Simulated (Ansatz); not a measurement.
# CH3Ga (triplet): B3LYP, wB97M-V over a scan of the distance C1–Ga2, cc-pVDZ

Aim: run CH3Ga (triplet) with these functionals over a scan of the distance C1–Ga2, and hold them against the top wave-function level at the same points.

Program: Ansatz 0.2.0, Gaussian basis. Level of theory: cc-pVDZ, all electrons in the functionals. These are calculated values, not measurements.

Plan: B3LYP, wB97M-V, at 1.572 Å; 1.793 Å; 1.956 Å; 2.122 Å; 2.414 Å; 2.655 Å; 3.097 Å; 3.578 Å; 4.361 Å; 5.301 Å; 6.495 Å.

24 further runs of the same task are left out: 4 for a known fault of the program, 1 for a mislabelled method, 15 that didn't finish, 4 set aside as unsound or not needed.

## Step 1: The geometry

The geometry derives from a PBE0/def2-TZVP stationary point (not a proven minimum). One bond is set to the value named and the two fragments are kept rigid. No spin-orbit coupling is included. The filled d shell of Ga may be among the frozen orbitals whatever the setting's name suggests; the logs give the count.

5 atoms, charge 0, spin multiplicity 3.

Atoms are counted from 1 here; the program's logs count them from 0.

Bond lengths: C1–Ga2 1.956 Å, C1–H3 1.090 Å, C1–H4 1.087 Å, Ga2–H5 1.596 Å. Angles: Ga2–C1–H3 122.8°, Ga2–C1–H4 123.5°, H3–C1–H4 113.7°, C1–Ga2–H5 119.5°.

No dispersion term is added; wB97M-V holds VV10 nonlocal correlation. B3LYP takes the VWN-RPA correlation.

The geometry shown and the zero of energy belong to the point 1.956 Å. The yardstick, UCCSDT(Q), and other wave-function levels (R restricted, U unrestricted, valence and pair active spaces) come from earlier runs.

## Step 2: B3LYP, 1.572 Å

The input, in.yaml:

```yaml
crystal:
  periodic: [false, false, false]
  atoms:
    - {symbol: C, position_ang: [0.000000, 0.063357, 1.305611]}
    - {symbol: Ga, position_ang: [0.000000, -0.032826, -0.263443]}
    - {symbol: H, position_ang: [0.000000, 1.014006, 1.838416]}
    - {symbol: H, position_ang: [0.000000, -0.804770, 1.959484]}
    - {symbol: H, position_ang: [0.000000, 1.306523, -1.132311]}
basis:
  gaussian: {orbitals: cc-pVDZ}
magnetization: {spin_polarized: true, initial_magnetization: 2}
hamiltonian: {xc: {name: B3LYP}}
```

On the command line:

```sh
$ ansatz run in.yaml --threads 1 --pin off --events-out ev --progress --plain --max-ram 2393MiB
```

After this run come: B3LYP, 1.793 Å; B3LYP, 1.956 Å; B3LYP, 2.122 Å; B3LYP, 2.414 Å; B3LYP, 2.655 Å; B3LYP, 3.097 Å; B3LYP, 3.578 Å; B3LYP, 4.361 Å; B3LYP, 5.301 Å; B3LYP, 6.495 Å; wB97M-V, 1.572 Å; wB97M-V, 1.793 Å; wB97M-V, 1.956 Å; wB97M-V, 2.122 Å; wB97M-V, 2.414 Å; wB97M-V, 2.655 Å; wB97M-V, 3.097 Å; wB97M-V, 3.578 Å; wB97M-V, 4.361 Å; wB97M-V, 5.301 Å; wB97M-V, 6.495 Å.

Before running them: what should the planned runs give, taken together? Wanted: span of the UCCSDT(Q) curve; largest miss, B3LYP; largest miss, wB97M-V.

As calculated:

| quantity | value |
| --- | --- |
| span of the UCCSDT(Q) curve | 2.456 eV |
| largest miss, B3LYP | -0.252 eV (1.572 Å) |
| largest miss, wB97M-V | -0.326 eV (1.572 Å) |

What this shows: Of the functionals, B3LYP keep the smallest largest miss at the points compared (at most 0.252 eV) and wB97M-V strays most (0.326 eV, at 1.572 Å). Functionals and the yardstick converge differently with the basis, so part of each miss in cc-pVDZ is the basis.
